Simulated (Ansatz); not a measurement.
# C₂H₁₀N₂Si: up Jacob's ladder to CCSD(T)

An exercise on one series of results from a longer session: the logs are not shown, and one member is left open.

Method: functionals in def2-TZVPP, the program's frozen cores in correlated methods; program: Ansatz 0.2.0, Gaussian basis.

The runs, in order: PBE-D4, r2SCAN-D4, PBE0-D4, B3LYP-D4, ωB97X-V, ωB97M-V, B2PLYP; CCSD(T)/def2-TZVPP; MP2/def2-QZVPP; extrapolation to the limit.

## The relaxed structure

The geometry comes from an earlier relaxation with PBE0-D4 in a triple-zeta def2 set; it is a stationary point, not always the lowest conformer.

SMILES `NCC[SiH2]N`, 15 atoms, charge 0, spin multiplicity 1.

Atoms are counted from 1 here; the program's logs count them from 0.

Bond lengths: N1–C2 1.457 Å, N1–H6 1.013 Å, N1–H7 1.013 Å, C2–C3 1.518 Å, C2–H8 1.096 Å, C2–H9 1.102 Å, C3–Si4 1.877 Å, C3–H10 1.098 Å, C3–H11 1.097 Å, Si4–N5 1.720 Å, Si4–H12 1.490 Å, Si4–H13 1.489 Å, N5–H14 1.006 Å, N5–H15 1.006 Å. Angles: C2–N1–H6 110.8°, C2–N1–H7 110.0°, H6–N1–H7 106.9°, N1–C2–C3 111.1°, N1–C2–H8 107.5°, N1–C2–H9 113.3°, C3–C2–H8 109.4°, C3–C2–H9 109.0°, H8–C2–H9 106.4°, C2–C3–Si4 114.4°, C2–C3–H10 109.9°, C2–C3–H11 109.4°, Si4–C3–H10 108.3°, Si4–C3–H11 108.3°, H10–C3–H11 106.2°, C3–Si4–N5 116.6°, C3–Si4–H12 108.2°, C3–Si4–H13 107.8° and more.

Set-up of the first run:

in.yaml reads:

```yaml
crystal:
  periodic: [false, false, false]
  atoms:
    - {symbol: N, position_ang: [-0.497556, 1.761813, 1.783507]}
    - {symbol: C, position_ang: [-0.596156, 0.912077, 0.604282]}
    - {symbol: C, position_ang: [0.297707, -0.307950, 0.734868]}
    - {symbol: Si, position_ang: [0.153377, -1.530434, -0.681657]}
    - {symbol: N, position_ang: [0.568066, -0.949044, -2.246862]}
    - {symbol: H, position_ang: [-1.071417, 2.589949, 1.678828]}
    - {symbol: H, position_ang: [0.457578, 2.078326, 1.903834]}
    - {symbol: H, position_ang: [-1.639837, 0.590111, 0.515715]}
    - {symbol: H, position_ang: [-0.351820, 1.436939, -0.333942]}
    - {symbol: H, position_ang: [1.347483, 0.004615, 0.815323]}
    - {symbol: H, position_ang: [0.062262, -0.832904, 1.668820]}
    - {symbol: H, position_ang: [-1.263099, -1.985302, -0.760121]}
    - {symbol: H, position_ang: [1.049134, -2.681431, -0.383700]}
    - {symbol: H, position_ang: [-0.063075, -0.362286, -2.766076]}
    - {symbol: H, position_ang: [1.525450, -0.775480, -2.503519]}
basis:
  gaussian: {orbitals: def2-TZVPP}
hamiltonian: {xc: pbe, dispersion: d4}
output: {forces: true, orbitals: {seedname: orbitals}}
```

Command:

```sh
$ ansatz run in.yaml --threads 4 --pin off --events-out ev --progress --plain --max-ram 10444MiB
```

Among the steps run: PBE-D4 (GGA); r2SCAN-D4 (meta-GGA); PBE0-D4 (hybrid); B3LYP-D4 (hybrid); ωB97X-V (range-separated); ωB97M-V (range-separated); B2PLYP (double hybrid); CCSD(T) in def2-TZVPP; MP2 in def2-QZVPP.

One table of the session follows, with a row left open; its other results are not shown here.

```
            method  atomisation energy (kcal/mol)
            PBE-D4                         1299.1
         r2SCAN-D4                              ?
           PBE0-D4                         1280.8
          B3LYP-D4                         1285.7
           ωB97X-V                         1287.6
           ωB97M-V                         1287.0
            B2PLYP                         1268.3
     HF/def2-TZVPP                          920.2
    MP2/def2-TZVPP                         1254.2
   CCSD/def2-TZVPP                         1230.6
CCSD(T)/def2-TZVPP                         1246.5
           MP2/CBS                         1290.0
       CCSD(T)/CBS                         1282.3
```

Q: Estimate the row for r2SCAN-D4 from the others.

As computed: atomisation energy (kcal/mol): 1276.5. In the column «atomisation energy (kcal/mol)» it lies between B2PLYP (1268.3) and PBE0-D4 (1280.8).

Caveats from the session: Free atoms (2 N, 2 C, 1 Si, 10 H) were run apart at each level; the atomisation energy is their sum less the molecule, without zero-point or spin-orbit terms.
